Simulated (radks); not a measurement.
# Hg²⁺ in [Xe] 4f14 5d10: an all-electron calculation

The task here is to estimate one member of a computed series from the others.

Method: scalar-relativistic Kohn-Sham, Wu-Cohen GGA, spin-unpolarised, spherical densities, point nucleus. Code: radks (a radial shooting solver on a logarithmic mesh, Libxc functionals) version 1.

## What is computed

```
element       : mercury (Z = 80)
charge        : +2
electrons     : 78
configuration : [Xe] 4f14 5d10
```

Outer shells as boxes (Hund's rule):

Hg²⁺
```
[Xe] core
4f [↑↓][↑↓][↑↓][↑↓][↑↓][↑↓][↑↓]
5d [↑↓][↑↓][↑↓][↑↓][↑↓]
```

Set-up of the first run:

The run's settings:

```text
Z 80
configuration [Xe] 4f14 5d10 6s0 6p0
relativity scalar-relativistic
functional wc,pbe
spin unpolarised
nucleus point
c 137.035999084
```

Command:

```sh
> python run_ks.py task.json out
```

The same process makes all the runs of this session.

Among the steps run: Self-consistent calculation.

One of the session's tables, all rows but one given; the rest of the session is left out.

It belongs to the step «Shells». Sizes of the orbitals, from the radial functions (bohr):

| level | <r> | outermost maximum (interpolated) | 90 % within | nodes |
| --- | --- | --- | --- | --- |
| 1s | 0.01658 | 0.0102 | 0.0303 | 0 |
| 2s | 0.06992 | 0.0591 | 0.109 | 1 |
| 2p | 0.06328 | 0.0491 | 0.103 | 0 |
| 3s | 0.1807 | 0.167 | 0.265 | 2 |
| 3p | 0.1822 | 0.166 | 0.272 | 1 |
| 3d | 0.1650 | 0.135 | 0.256 | 0 |
| 4s | 0.3992 | 0.376 | 0.572 | 3 |
| 4p | 0.4255 | 0.396 | 0.617 | 2 |
| 4d | 0.4490 | 0.403 | 0.669 | 1 |
| 5s | 0.9014 | 0.827 | 1.29 | 4 |
| 4f | 0.4826 | 0.366 | 0.772 | 0 |
| 5p | 1.039 | 0.928 | 1.51 | 3 |
| 5d | ? | ? | ? | ? |
| 6s | 2.363 | 2.07 | 3.43 | 5 |
| 6p | 3.037 | 2.62 | 4.43 | 4 |

**Question.** Estimate the row for 5d.

As computed: <r>: 1.441; outermost maximum (interpolated): 1.16; 90 % within: 2.21; nodes: 2. In the column «<r>» it lies between 5p (1.039) and 6s (2.363).
